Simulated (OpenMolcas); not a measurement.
**Ag⁵⁺ among point charges: CASSCF and CASPT2 levels and susceptibility**

How does a field of 4 point charges split the states of Ag⁵⁺, and what χT follows?

Program: OpenMolcas 26.06. Level of theory: state-averaged CASSCF and CASPT2, spin-orbit coupling by RASSI with atomic mean-field integrals. These are calculated values, not measurements, unless marked.

**1. The atom as given**

* Species: Ag⁵⁺ (silver, Z = 47, 42 electrons)
* Basis: ANO-RCC-VDZP [6s5p3d1f], 43 functions
* Scalar Hamiltonian: DKH2, point nucleus
* Inactive shells: 1s 2s 2p 3s 3p 3d 4s 4p
* Active space: 6 electrons in 5 orbitals (4d)
* Some configurations of this space: 4d6
* Orbitals: optimised for each spin and parity, averaged over all roots

Outer shells as boxes (Hund's rule):

4d6
```
4d [↑↓][↑ ][↑ ][↑ ][↑ ]
```

The ion sits among 4 point charges of -1.25 e arranged as a square (D4h), 2.06 Å from the ion.

Each step is its own input file, run in one work folder so that later steps find the files of earlier ones. Labels, J, g values, rates, χT and fits are worked out afterwards by a script from the matrices that RASSI stores. The input lists half of the charges; inversion (Group=XYZ) makes the rest.

**2. GATEWAY and SEWARD: basis and integrals**

Contents of a.inp:

```
&GATEWAY
Coord
1

Ag 0.0 0.0 0.0
Basis=ANO-RCC-VDZP
Group=XYZ
NoMove
AngMom=0.0 0.0 0.0
AMFI
XField
2 Angstrom 0
2.060000 0.000000 0.000000 -1.250000
0.000000 2.060000 0.000000 -1.250000
&SEWARD
```

Launch:

```bash
> OMP_NUM_THREADS=1 MOLCAS_MEM=1689 MOLCAS_PROJECT=a pymolcas a.inp > a.log
```

**3. CASSCF: quintets of even parity, 5 roots**

Contents of a.inp:

```
&RASSCF
FileOrb=start.orb
Symmetry=1
Spin=5
nActEl=6 0 0
Inactive=9 9
Ras2=5 0
CIRoot=5 5 1
SDav=5
CIMx=300
Iter=120 100
PrWF=0.3
OrbListing=Nothing
MaxOrb=0
>>> COPY $Project.JobIph JOB001
```

start.orb holds the contracted functions of the basis, ordered by shell, or the orbitals of the step before.

**4. CASSCF: triplets of even parity, 45 roots**

Contents of a.inp:

```
&RASSCF
FileOrb=start.orb
Symmetry=1
Spin=3
nActEl=6 0 0
Inactive=9 9
Ras2=5 0
CIRoot=45 45 1
SDav=45
CIMx=300
Iter=120 100
PrWF=0.3
OrbListing=Nothing
MaxOrb=0
>>> COPY $Project.JobIph JOB002
```

**5. CASSCF: singlets of even parity, 50 roots**

Contents of a.inp:

```
&RASSCF
FileOrb=start.orb
Symmetry=1
Spin=1
nActEl=6 0 0
Inactive=9 9
Ras2=5 0
CIRoot=50 50 1
SDav=50
CIMx=300
Iter=120 100
PrWF=0.3
OrbListing=Nothing
MaxOrb=0
>>> COPY $Project.JobIph JOB003
```

**6. State interaction with spin-orbit coupling**

Contents of a.inp:

```
&RASSI
NrOfJobIphs=3 5 45 50
1 2 3 4 5
1 2 3 4 5 6 7 8 9 10 11 12 13 14 15 16 17 18 19 20 21 22 23 24 25 26 27
28 29 30 31 32 33 34 35 36 37 38 39 40 41 42 43 44 45
1 2 3 4 5 6 7 8 9 10 11 12 13 14 15 16 17 18 19 20 21 22 23 24 25 26 27
28 29 30 31 32 33 34 35 36 37 38 39 40 41 42 43 44 45 46 47 48 49 50
IphNames
JOB001
JOB002
JOB003
EJob
SpinOrbit
DIPRint=1.0
SOCoupling=1000.0
Subsets=2
Property=9
'ANGMOM' 1 'ANGMOM' 2 'ANGMOM' 3 'MLTPL  1' 1 'MLTPL  1' 2 'MLTPL  1' 3
'AMFI' 1 'AMFI' 2 'AMFI' 3
SOProperty=3
'ANGMOM' 1 'ANGMOM' 2 'ANGMOM' 3
```

**7. CASPT2: IPEA 0.25, imaginary shift 0.1 (closed shells correlated: 4s 4p)**

Contents of a.inp:

```
>>> COPY JOB001 $Project.JobIph
&CASPT2
Multistate=5 1 2 3 4 5
NoMult
Frozen=8 6
IPEA=0.25
Imaginary=0.1
MaxIter=60
WThr=0.0 0.3 0.05
PrWF=0.5
NoMix
>>> COPY JOB002 $Project.JobIph
&CASPT2
Multistate=45 1 2 3 4 5 6 7 8 9 10 11 12 13 14 15 16 17 18 19 20 21 22
23 24 25 26 27 28 29 30 31 32 33 34 35 36 37 38 39 40 41 42 43 44 45
NoMult
Frozen=8 6
IPEA=0.25
Imaginary=0.1
MaxIter=60
WThr=0.0 0.3 0.05
PrWF=0.5
NoMix
>>> COPY JOB003 $Project.JobIph
&CASPT2
Multistate=50 1 2 3 4 5 6 7 8 9 10 11 12 13 14 15 16 17 18 19 20 21 22
23 24 25 26 27 28 29 30 31 32 33 34 35 36 37 38 39 40 41 42 43 44 45 46
47 48 49 50
NoMult
Frozen=8 6
IPEA=0.25
Imaginary=0.1
MaxIter=60
WThr=0.0 0.3 0.05
PrWF=0.5
NoMix
```

(Steps that only read results are left out.)

**Question.** What will these runs give? Wanted: spin-free ground state; first state of the same spin within the active space; lowest level; next level.

The runs gave:

| quantity | value |
| --- | --- |
| method | SS-CASPT2, IPEA 0.25, imaginary shift 0.1 (closed shells correlated: 4s 4p) |
| spin-free ground state | 5A1, 1-fold in its orbital part |
| first state of the same spin within the active space | 5E at 1270 cm⁻¹ |
| lowest level | 1-fold A1 |
| next level | 148.1 cm⁻¹ |
| χT at 300 K | 4.89 cm³ K/mol |
| effective moment at 300 K | 6.25 μB |

Cost by method:

```
                                              method  time of its own steps  time with the reference
                                           A. CASSCF                   19 s                     19 s
B. SS-CASPT2, IPEA 0.25, imaginary shift 0.1, +4s 4p                  4.8 s                     24 s
```

Times are of one thread on a shared host.

**Reading.** The spin-free ground state (5A1) comes to 100 % from free-ion D terms and keeps the highest spin of the shell. χT at 300 K is 4.89, against 3.01 cm³ K/mol for the spin alone, so orbital moment adds to it. An active space of the d shell alone favours high spin; real ions in strong fields can be low spin. The field of point charges can differ much from that of real complexes. With metal d orbitals alone active, the gaps between spin states are rough; where two lie within a few thousand cm-1, their order is open. This is an electrostatic model: the charges have no orbitals.
